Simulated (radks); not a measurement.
# Si in [Ne] 3s2 3p2: an all-electron calculation

The task here is to estimate one member of a computed series from the others.

Program: radks (a radial shooting solver on a logarithmic mesh, Libxc functionals) version 1. Level of theory: scalar-relativistic Kohn-Sham, MS2 meta-GGA, spin-unpolarised, spherical densities, finite nucleus. These are calculated values, not measurements, unless marked.

## The atom as given

- element: silicon (Z = 14)
- charge: 0
- electrons: 14
- configuration: [Ne] 3s2 3p2
- nuclear rms radius: 3.1224 fm

The outer shells:

Si
```
[Ne] core
3s [↑↓]
3p [↑ ][↑ ][  ]
```

Set-up of the first run:

The run's settings:

```text
Z 14
configuration [Ne] 3s2 3p2
relativity scalar-relativistic
functional ms2,regtpss
spin unpolarised
nucleus finite rms 3.1224 fm
c 137.035999084
```

One of the session's tables, all rows but one given; the rest of the session is left out.

It belongs to the step «Orbitals and density». Sizes of the orbitals, from the radial functions (bohr):

| level | <r> | outermost maximum (interpolated) | 90 % within | nodes |
| --- | --- | --- | --- | --- |
| 1s | ? | ? | ? | ? |
| 2s | 0.5638 | 0.453 | 0.886 | 1 |
| 2p | 0.5369 | 0.390 | 0.900 | 0 |
| 3s | 2.182 | 1.82 | 3.31 | 2 |
| 3p | 2.775 | 2.14 | 4.41 | 1 |

**Question.** Estimate the row for 1s.

**Answer.** <r>: 0.1111; outermost maximum (interpolated): 0.0726; 90 % within: 0.198; nodes: 0. In the column «<r>» it is the lowest.

Caveats from the session: Spin polarisation and multiplet splitting are left out.
